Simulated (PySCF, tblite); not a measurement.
# C₇H₇+: geometry, infrared bands and NMR shifts

Aim: predict the infrared bands and NMR shifts of C₇H₇+ (`C#CC1=CC[C+]1C`).

Computed with tblite 0.8.0 and PySCF 2.14.0, with density-fitted response routines of our own, on a single molecule in the gas phase. Atoms are numbered from 0 throughout.

## (1) The molecule as given

14 atoms, charge 1, multiplicity 1; geometry from: force field or distance geometry start.

Bonds of the start (Å): C0–C1 1.21, C1–C2 1.42, C2–C3 1.31, C3–C4 1.48, C4–C5 1.47, C5–C6 1.50, C5–C2 1.47, C0–H7 1.06, C3–H8 1.09, C4–H9 1.11, C4–H10 1.12, C6–H11 1.12, C6–H12 1.11, C6–H13 1.09.

## (2) Geometry optimisation with GFN2-xTB

The job: settings as JSON, then the geometry in Å.

```
{"job": {"kind": "relax", "xc": "GFN2-xTB", "basis": "xTB"}, "charge": 1, "multiplicity": 1}
C      3.077500     0.217300    -0.367600
C      1.956900    -0.129800    -0.063700
C      0.649400    -0.535200     0.324300
C      0.017000    -1.611100     0.735800
C     -1.323400    -0.992600     0.849100
C     -0.621100     0.200600     0.370000
C     -1.060900     1.603800     0.074600
H      4.049500     0.545900    -0.621500
H      0.375400    -2.615400     0.947100
H     -1.657600    -0.998100     1.904200
H     -2.032100    -1.459100     0.122500
H     -1.887400     1.501100    -0.667800
H     -0.194800     2.152800    -0.338600
H     -1.349200     2.119200     0.989600
```

Command:

```
OMP_NUM_THREADS=1 python probes_run.py task.json out
```

One launch serves the whole session: the jobs run in the order shown.

**Question.** This job is followed by: GFN2-xTB harmonic vibrations, gas phase; GIAO PBE0/pcSseg-1 NMR shielding, non-relativistic, gas phase. Predict these results of the whole session: strongest single infrared mode (GFN2-xTB); zero-point energy (GFN2-xTB); 13C shifts against TMS (PBE0/pcSseg-1); 1H shifts against TMS (PBE0/pcSseg-1).

The runs gave:

| quantity | value |
| --- | --- |
| strongest single infrared mode (GFN2-xTB) | 2213 cm⁻¹, 191 km/mol |
| zero-point energy (GFN2-xTB) | 67.8 kcal/mol |
| 13C shifts against TMS (PBE0/pcSseg-1) | 179.8, 155.0, 139.1, 134.6, 70.1, 53.1, 19.3 ppm |
| 1H shifts against TMS (PBE0/pcSseg-1) | 7.14, 5.79, 4.55, 3.62, 3.36, 3.25, 2.52 ppm |

The optimisation took 101 steps and gained 0.802 eV; among the close pairs (by a distance rule), C2–C3 changed most, from 1.314 to 1.391 Å. All 36 modes are real, so the xTB geometry is a minimum. The strongest single mode, at 2213 cm⁻¹, moves mainly C1. Unscaled tight-binding wavenumbers are off by several per cent, some by more. Its intensities can rank the bands wrongly. Shifts at one fixed geometry are not the observed spectrum, which averages over the motion.
